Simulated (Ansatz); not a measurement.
**GaHO+ (doublet): wave-function methods side by side, cc-pVTZ**

An exercise on one series of results from a longer session: the logs are not shown, and one member is left open.

Computed with Ansatz 0.2.0, Gaussian basis. Level: cc-pVTZ, core rule «outside noble gas», up to 15 orbitals frozen.

Plan: UHF; CCSD(T) on ROHF; CCSD(T) on UHF; BCCD(T) on ROHF; CCSDT(Q) on ROHF; CCSDT(Q) on UHF.

12 further runs of the same task are left out: 8 for a known fault of the program, 4 set aside as unsound or not needed.

### The geometry

The geometry is a PBE0/def2-TZVP stationary point (not a proven minimum) of the parent state, kept for this charge and spin. No spin-orbit coupling is included. The filled d shell of Ga may be among the frozen orbitals whatever the setting's name suggests; the logs give the count.

3 atoms, charge 1, spin multiplicity 2.

Atoms are counted from 1 here; the program's logs count them from 0.

Bond lengths: O1–Ga2 1.837 Å, Ga2–H3 1.606 Å. Angles: O1–Ga2–H3 111.2°.

Set-up of the first run:

File in.yaml:

```yaml
crystal:
  periodic: [false, false, false]
  atoms:
    - {symbol: O, position_ang: [0.000000, 0.086163, 1.502239]}
    - {symbol: Ga, position_ang: [0.000000, -0.040211, -0.330094]}
    - {symbol: H, position_ang: [0.000000, 1.413842, -1.011723]}
basis:
  gaussian: {orbitals: cc-pVTZ}
total_charge: 1
magnetization: {spin_polarized: true, initial_magnetization: 1}
hamiltonian: {xc: hf}
output: {orbitals: {seedname: orbitals}}
```

Started as:

```
ansatz run in.yaml --threads 1 --pin off --events-out ev --progress --plain --max-ram 4096MiB --backend cpu
```

Among the steps run: UHF; CCSD(T) on ROHF; CCSD(T) on UHF; BCCD(T) on ROHF; CCSDT(Q) on ROHF; CCSDT(Q) on UHF.

One of the session's tables, all rows but one given; the rest of the session is left out.

It belongs to the step «Misses and costs». 

```
   method  from UCCSDT(Q) (kcal/mol)
     ROHF                    +178.38
      UHF                    +174.33
     RMP2                          ?
     UMP2                     +22.05
    RCCSD                      +7.54
    UCCSD                      +7.55
 RCCSD(T)                      +1.17
 UCCSD(T)                      +1.34
  BCCD(T)                      +1.21
   RCCSDT                      +0.50
   UCCSDT                      +0.51
RCCSDT(Q)                      +0.16
UCCSDT(Q)                          0
```

Q: Estimate the row for RMP2 from the others.

The run gave: from UCCSDT(Q) (kcal/mol): +19.89. In the column «from UCCSDT(Q) (kcal/mol)» it lies between UCCSD (+7.55) and UMP2 (+22.05).

To keep in mind: Restricted and unrestricted rows rest on different reference determinants; where their highest levels disagree by more than a few hundredths of an eV, they describe different states and don't form one ladder.
